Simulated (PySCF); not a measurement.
**HF/pc-2 run of SiPH5Br+ (SMILES [PH3+][SiH2]Br)**

What is the vertical ionisation energy of SiPH5Br+ at HF/pc-2? Input form: a Python script.

Program for the calculation: PySCF 2.14.0.

**1. The system as given**

SiPH5Br+ has 8 atoms, charge +1, and is taken as a singlet. As SMILES, `[PH3+][SiH2]Br`. Geometry: relaxed at GFN2-xTB.

Bond lengths: P1–Si2 2.365 Å, Si2–Br3 2.186 Å, P1–H4 1.376 Å, P1–H5 1.377 Å, P1–H6 1.377 Å, Si2–H7 1.453 Å, Si2–H8 1.453 Å. Some angles: P1–Si2–Br3 102.4°, P1–Si2–H7 101.5°, P1–Si2–H8 101.6°, Br3–Si2–H7 113.4°, Br3–Si2–H8 113.3°, Si2–P1–H4 117.5°, Si2–P1–H5 117.1°, Si2–P1–H6 116.8°, H7–Si2–H8 121.0°, H4–P1–H5 101.0°.

**2. A single-point energy at HF/pc-2**

run.py reads:

```python
from pyscf import gto

mol = gto.Mole()
mol.atom = '''
P       -0.614690       0.836360      -0.311600
Si       0.554960      -1.127020       0.295990
Br       2.426980      -0.331450       1.096830
H       -1.872130       0.686150      -0.850260
H       -0.023020       1.653970      -1.248380
H       -0.865820       1.744880       0.692590
H       -0.318540      -1.680520       1.315990
H        0.712270      -1.782380      -0.991160
'''
mol.basis = 'pc-2'
mol.charge = 1
mol.max_memory = 1860
mol.verbose = 3
mol.spin = 0
mol.build()

mf = mol.RHF()
mf.conv_tol = 1e-10
mf.kernel()
if not mf.converged:
    mf = mf.newton().run(mf.mo_coeff, mf.mo_occ)

e_final = mf.e_tot
print('Final energy', e_final)
```

Command:

```bash
$ OMP_NUM_THREADS=1 python run.py
```

Standard output:

```text
converged SCF energy = -3204.83984275461
Final energy -3204.839842754613
```

Wall time 24 s (1 thread of Arm Neoverse V1, shared host); peak memory 1.2 GiB.

**3. Doublet [SiPH5Br]2+**

input.py reads:

```python
from pyscf import gto, scf

system = gto.Mole()
system.atom = '''
P     -1.161596     1.580491    -0.588839
Si     1.048722    -2.129759     0.559340
Br     4.586328    -0.626350     2.072708
H     -3.537813     1.296636    -1.606759
H     -0.043501     3.125550    -2.359096
H     -1.636163     3.297345     1.308805
H     -0.601953    -3.175723     2.486861
H      1.345995    -3.368210    -1.873021
'''
system.verbose = 4
system.max_memory = 1860
system.spin = 1
system.charge = 2
system.basis = 'pc-2'
system.unit = 'bohr'
system.build()

mf = scf.UHF(system)
mf.conv_tol = 1e-10
mf.kernel()
if not mf.converged:
    mf = mf.newton().run(mf.mo_coeff, mf.mo_occ)

e_final = mf.e_tot
print('E = %.10f Eh' % e_final)
```

Command:

```bash
$ OMP_NUM_THREADS=1 python input.py
```

Standard output:

```text
PySCF version 2.14.0

[... 124 lines left out ...]
converged SCF energy = -3204.29802303599  <S^2> = 0.76085862  2S+1 = 2.0108293
E = -3204.2980230360 Eh
```

Run time: 48 s. Hardware: 1 thread of Arm Neoverse V1, shared host; peak memory 1.2 GiB.

**4. What came out**

Level: HF/pc-2.

```
                                               quantity           value
                         singlet SiPH5Br+: total energy  -3204.83984 Eh
                          singlet SiPH5Br+: HOMO energy       -16.15 eV
                          singlet SiPH5Br+: LUMO energy        -2.61 eV
                        singlet SiPH5Br+: HOMO–LUMO gap        13.54 eV
                      doublet [SiPH5Br]2+: total energy  -3204.29802 Eh
doublet [SiPH5Br]2+: HOMO energy (highest over α and β)       -23.39 eV
 doublet [SiPH5Br]2+: LUMO energy (lowest over α and β)       -13.44 eV
                              doublet [SiPH5Br]2+: ⟨S²⟩           0.761
   vertical ionisation energy (to the doublet dication)       14.744 eV
```

What this shows: Removing an electron at fixed nuclei costs 14.74 eV (1423 kJ/mol). −ε(HOMO) before ionisation, 16.15 eV, is 1.40 eV above this ionisation energy. Mulliken charges (singlet SiPH5Br+) run from -0.24 on Br3 to +0.88 on Si2; they depend strongly on the basis. Mulliken charges (doublet [SiPH5Br]2+) run from -0.01 on H7 to +0.81 on Si2; they depend strongly on the basis.
